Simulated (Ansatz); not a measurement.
# F5H3OW: the cost of one run

Program: Ansatz 0.2.0. Level of theory: RKS B3LYP-D4/def2-SVP. These are calculated values, not measurements.

## Step 1: The system as given

Bond lengths: W1–F2 2.200 Å, W1–F3 1.850 Å, W1–F4 1.850 Å, W1–O5 1.940 Å, O5–H6 1.010 Å, W1–F7 1.850 Å, W1–F8 1.850 Å, W1–H9 2.020 Å, W1–H10 2.156 Å. Angles (14 of 29 angles, heavy atoms first): F2–W1–F3 90.0°, F2–W1–F4 90.0°, F2–W1–O5 90.0°, F2–W1–F7 90.0°, F2–W1–F8 180.0°, F3–W1–F4 90.0°, F3–W1–O5 180.0°, F3–W1–F7 90.0°, F3–W1–F8 90.0°, F4–W1–O5 90.0°, F4–W1–F7 180.0°, F4–W1–F8 90.0°, O5–W1–F7 90.0°, O5–W1–F8 90.0°.

Structure file:

```xyz
10

W     0.0000    0.0000    0.0000
F     0.0000    0.0000    2.2000
F     1.8500    0.0000    0.0000
F     0.0000    1.8500    0.0000
O    -1.9400    0.0000    0.0000
H    -2.2771   -0.1263    0.9437
F     0.0000   -1.8500    0.0000
F     0.0000    0.0000   -1.8500
H     1.3275    1.3829    0.6370
H     0.9769    1.0177    1.6302
```

## Step 2: Pulling towards end A

Springs on the bonds that form and break draw the guess towards this end; the thresholds are loose.

Contents of input.yaml:

```yaml
crystal:
  periodic: [false, false, false]
  atoms:
    - { symbol: W, position_ang: [0.0, 0.0, 0.0] }
    - { symbol: F, position_ang: [0.0, 0.0, 2.2] }
    - { symbol: F, position_ang: [1.85, 0.0, 0.0] }
    - { symbol: F, position_ang: [0.0, 1.85, 0.0] }
    - { symbol: O, position_ang: [-1.94, 0.0, 0.0] }
    - { symbol: H, position_ang: [-2.2771, -0.1263, 0.9437] }
    - { symbol: F, position_ang: [0.0, -1.85, 0.0] }
    - { symbol: F, position_ang: [0.0, 0.0, -1.85] }
    - { symbol: H, position_ang: [1.3275, 1.3829, 0.637] }
    - { symbol: H, position_ang: [0.9769, 1.0177, 1.6302] }
basis:
  gaussian: { orbitals: def2-SVP }
hamiltonian:
  xc: b3lyp
  dispersion: d4
relax:
  f_tol: 0.15
  max_steps: 25
  restrain:
    - { distance: [0, 8], at: 2.92, k: 30.0 }
    - { distance: [9, 1], at: 2.12, k: 30.0 }
    - { distance: [0, 1], at: 1.85, k: 30.0 }
    - { distance: [9, 8], at: 0.66, k: 30.0 }
```

Launch:

```console
ansatz run input.yaml --threads 4 --pin off --max-ram 5120MiB --backend cpu --events-out ev --progress --plain --runs-dir out
```

What time and memory should one allow on 4 threads of Arm Neoverse V2, shared host?

About 32 s, with a peak of 0.36 GiB.
